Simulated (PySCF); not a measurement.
# C7H14P+: magnetic properties

Aim: compute the magnetic properties of C7H14P+ (`C=C[P@@H+]1C[C@@H](C)[C@H]1C`).

Programs: PySCF 2.14.0, with routines of our own; each step states its level. All values are computed. Atoms count from 0.

## (1) The starting structure

22 atoms, charge 1, multiplicity 1; geometry from: GFN2-xTB.

## (2) Magnetic properties: GIAO PBE0/pcSseg-1

Job settings and geometry (Å):

```
{"job": {"kind": "mag", "xc": "PBE0", "basis": "pcSseg-1", "isotopologues": 2}, "charge": 1, "multiplicity": 1}
C      3.562035     0.294056    -0.504608
C      2.553027     0.328537     0.356941
P      0.841377     0.381873    -0.160729
C     -0.339934     1.498480     0.665699
C     -1.405883     0.364960     0.668357
C     -2.382520     0.529976    -0.481674
C     -0.402965    -0.818448     0.475770
C     -0.783414    -2.011209    -0.377065
H      4.585080     0.256270    -0.166926
H      3.411195     0.303278    -1.572959
H      2.701572     0.314433     1.430603
H      0.808804     0.496597    -1.536194
H     -0.618275     2.409549     0.138558
H      0.010954     1.757377     1.666978
H     -1.959166     0.294477     1.605406
H     -2.982974     1.423561    -0.329824
H     -1.856730     0.627441    -1.431075
H     -3.058504    -0.318361    -0.539744
H     -0.050928    -1.158551     1.457265
H     -1.625184    -2.529632     0.076177
H      0.047404    -2.710893    -0.441647
H     -1.065381    -1.714386    -1.383649
```

Method: GIAO PBE0/pcSseg-1 magnetisability, rotational g tensor and spin-rotation constants, non-relativistic, gas phase.

Started as:

```
> OMP_NUM_THREADS=1 python excited_run.py task.json out
```

The driver reads the jobs from task.json and runs them one after another.

Standard output:

```text
coarse grid: 17912 points
cycle   1  E = -615.6194766137  dE =  1.183e+00  |g| = 4.611e-01  |ddm| = 4.122e+00
cycle   2  E = -615.6047789509  dE =  1.470e-02  |g| = 5.239e-01  |ddm| = 1.140e+00
cycle   3  E = -615.6754041986  dE = -7.063e-02  |g| = 6.586e-02  |ddm| = 6.013e-01
cycle   4  E = -615.6761013769  dE = -6.972e-04  |g| = 4.050e-02  |ddm| = 8.084e-02
cycle   5  E = -615.6765149537  dE = -4.136e-04  |g| = 5.040e-03  |ddm| = 3.347e-02
cycle   6  E = -615.6765202770  dE = -5.323e-06  |g| = 2.219e-03  |ddm| = 7.012e-03
final grid: 165592 points
cycle   7  E = -615.7277933531  dE = -5.594e-05  |g| = 1.113e-02  |ddm| = 3.729e-02
cycle   8  E = -615.7277763668  dE =  1.699e-05  |g| = 1.381e-02  |ddm| = 2.276e-02
cycle   9  E = -615.7278254239  dE = -4.906e-05  |g| = 1.307e-03  |ddm| = 1.365e-02
cycle  10  E = -615.7278258577  dE = -4.338e-07  |g| = 2.662e-04  |ddm| = 1.549e-03
cycle  11  E = -615.7278258749  dE = -1.721e-08  |g| = 6.993e-05  |ddm| = 2.966e-04
cycle  12  E = -615.7278258759  dE = -9.929e-10  |g| = 3.431e-05  |ddm| = 1.140e-04
cycle  13  E = -615.7278258762  dE = -2.960e-10  |g| = 8.575e-06  |ddm| = 3.489e-05
converged SCF energy = -615.7278258762

Magnetisability tensor (1e-30 J/T^2)
    -1436.01      -35.08       56.50
      -35.08    -1613.13      -31.45
       56.50      -31.45    -1249.87
isotropic -1433.00   principal values   -1621.00  -1448.10  -1229.91
isotropic susceptibility -86.297 1e-6 cm^3/mol

Inertial axes            a          b          c
rot. const./GHz      3.0913     1.1043     0.9264
chi total           -87.157    -96.653    -75.083
chi diamagnetic    -538.722  -1234.089  -1448.205
chi paramagnetic    451.565   1137.436   1373.123
quadrupole/D A       16.568     -8.958     -7.610
g nuclear            0.6536     0.6020     0.5979
g electronic        -0.6558    -0.5901    -0.5976
g total             -0.0022     0.0120     0.0003

Spin-rotation constants (kHz, H = +C I.J)
atom  isotope        aa         bb         cc
  2    31P        5.029      1.743      1.516
  8     1H        0.221     -0.139     -0.084
  9     1H       -0.323     -0.141      0.073
 10     1H       -0.322     -0.141      0.059
 11     1H       -0.371     -0.141      0.053
 12     1H       -0.369     -0.047     -0.066
 13     1H       -0.350     -0.100     -0.016
 14     1H       -0.220     -0.128     -0.025
 15     1H       -0.254     -0.025     -0.118
 16     1H       -0.248     -0.152     -0.028
 17     1H       -0.156     -0.063     -0.117
 18     1H       -0.344     -0.137      0.024
 19     1H       -0.090     -0.117     -0.095
 20     1H       -0.182     -0.055     -0.123
 21     1H       -0.361     -0.134     -0.001
  0    13C*       1.364      0.151      0.440
  1    13C*       1.131      0.157      0.345
  3    13C*       0.373      0.190      0.170
  4    13C*       0.583      0.149      0.157
  5    13C*       0.450      0.149      0.127
  6    13C*       0.465      0.199      0.206
  7    13C*       0.397      0.139      0.128
* in the singly substituted isotopologue

Isotopologues: g along a, b, c
2H    at 8,9,10,11,12,1    -0.0017     0.0100     0.0003
13C   at 0                 -0.0022     0.0116     0.0003
```

Wall time 46 s (1 thread of Arm Neoverse V2, shared host); peak memory 1 GiB.

In short:

```tsv
quantity	value
magnetisability	-1433·10⁻³⁰ J/T²
molar susceptibility	-86.3·10⁻⁶ cm³/mol
rotational g (a, b, c)	-0.0022, 0.0120, 0.0003
```

## (3) Magnetic properties: GIAO PW91/6-31G

The job, as its differences from that of step 2:

```diff
@@ -1,2 +1,2 @@
-{"job": {"kind": "mag", "xc": "PBE0", "basis": "pcSseg-1", "isotopologues": 2}, "charge": 1, "multiplicity": 1}
+{"job": {"kind": "mag", "xc": "PW91", "basis": "6-31G", "scf": {"conv": 1e-07}}, "charge": 1, "multiplicity": 1}
 C      3.562035     0.294056    -0.504608
```

Level: GIAO PW91/6-31G magnetisability, rotational g tensor and spin-rotation constants, non-relativistic, gas phase.

Standard output:

```text
final grid: 165592 points
cycle   1  E = -615.8554228929  dE =  1.005e+00  |g| = 6.413e-01  |ddm| = 4.296e+00
cycle   2  E = -615.7046495687  dE =  1.508e-01  |g| = 9.481e-01  |ddm| = 2.075e+00
cycle   3  E = -615.9722369518  dE = -2.676e-01  |g| = 1.178e-01  |ddm| = 1.362e+00
cycle   4  E = -615.9755858326  dE = -3.349e-03  |g| = 4.628e-02  |ddm| = 1.656e-01
cycle   5  E = -615.9760853318  dE = -4.995e-04  |g| = 1.983e-02  |ddm| = 6.496e-02
cycle   6  E = -615.9762065435  dE = -1.212e-04  |g| = 2.883e-03  |ddm| = 2.911e-02
cycle   7  E = -615.9762087931  dE = -2.250e-06  |g| = 8.466e-04  |ddm| = 4.444e-03
cycle   8  E = -615.9762090033  dE = -2.103e-07  |g| = 1.385e-04  |ddm| = 1.430e-03
cycle   9  E = -615.9762090082  dE = -4.849e-09  |g| = 5.421e-05  |ddm| = 2.468e-04
converged SCF energy = -615.9762090082

Magnetisability tensor (1e-30 J/T^2)
    -1465.68      -39.20       72.99
      -39.20    -1646.98      -36.06
       72.99      -36.06    -1271.36
isotropic -1461.34   principal values   -1656.29  -1486.14  -1241.60
isotropic susceptibility -88.004 1e-6 cm^3/mol

Inertial axes            a          b          c
rot. const./GHz      3.0913     1.1043     0.9264
chi total           -89.057    -98.767    -76.188
chi diamagnetic    -537.656  -1233.864  -1447.642
chi paramagnetic    448.599   1135.097   1371.454
quadrupole/D A       15.808     -8.291     -7.517
g nuclear            0.6536     0.6020     0.5979
g electronic        -0.6515    -0.5889    -0.5969
g total              0.0022     0.0132     0.0010

Spin-rotation constants (kHz, H = +C I.J)
atom  isotope        aa         bb         cc
  2    31P        4.344      1.515      1.332
  8     1H        0.197     -0.148     -0.088
  9     1H       -0.334     -0.147      0.065
 10     1H       -0.331     -0.145      0.049
 11     1H       -0.405     -0.153      0.036
 12     1H       -0.385     -0.053     -0.068
 13     1H       -0.367     -0.106     -0.020
 14     1H       -0.239     -0.133     -0.026
 15     1H       -0.272     -0.030     -0.124
 16     1H       -0.264     -0.156     -0.030
 17     1H       -0.172     -0.067     -0.121
 18     1H       -0.359     -0.138      0.020
 19     1H       -0.105     -0.124     -0.100
 20     1H       -0.201     -0.062     -0.128
 21     1H       -0.376     -0.141     -0.003
  0    13C*       1.183      0.137      0.384
  1    13C*       1.027      0.138      0.307
  3    13C*       0.322      0.177      0.153
  4    13C*       0.541      0.134      0.156
  5    13C*       0.406      0.134      0.113
  6    13C*       0.419      0.187      0.193
  7    13C*       0.363      0.124      0.119
* in the singly substituted isotopologue
```

It took 24 s on 1 thread of Arm Neoverse V2, shared host; peak memory 0.53 GiB.

Key values:

```tsv
quantity	value
magnetisability	-1461·10⁻³⁰ J/T²
molar susceptibility	-88.0·10⁻⁶ cm³/mol
rotational g (a, b, c)	0.0022, 0.0132, 0.0010
```

## (4) Magnetic properties side by side

```tsv
level	ξ (10⁻³⁰ J/T²)	g(a)	g(b)	gap (eV)	functions	time
GIAO PBE0/pcSseg-1	-1433	-0.0022	0.0120	7.01	213	46 s
GIAO PW91/6-31G	-1461	0.0022	0.0132	5.15	104	24 s
```

## (5) What came out

| quantity | value |
| --- | --- |
| magnetisability (step 2, GIAO PBE0/pcSseg-1) | -1433·10⁻³⁰ J/T² |
| molar susceptibility (step 2, GIAO PBE0/pcSseg-1) | -86.3·10⁻⁶ cm³/mol |
| rotational g (a, b, c) (step 2, GIAO PBE0/pcSseg-1) | -0.0022, 0.0120, 0.0003 |
| magnetisability over the levels | -1461 to -1433·10⁻³⁰ J/T² |

For an ion, the motion of the centre of mass in the field is left out. The magnetisability spreads by 2.0 % over 2 levels, from GIAO PW91/6-31G (24 s) to GIAO PBE0/pcSseg-1 (46 s); the runs took 24 s to 46 s. Two levels can agree by chance, so this spread shows no convergence. Vibrational averaging and real surroundings are missing from these values.
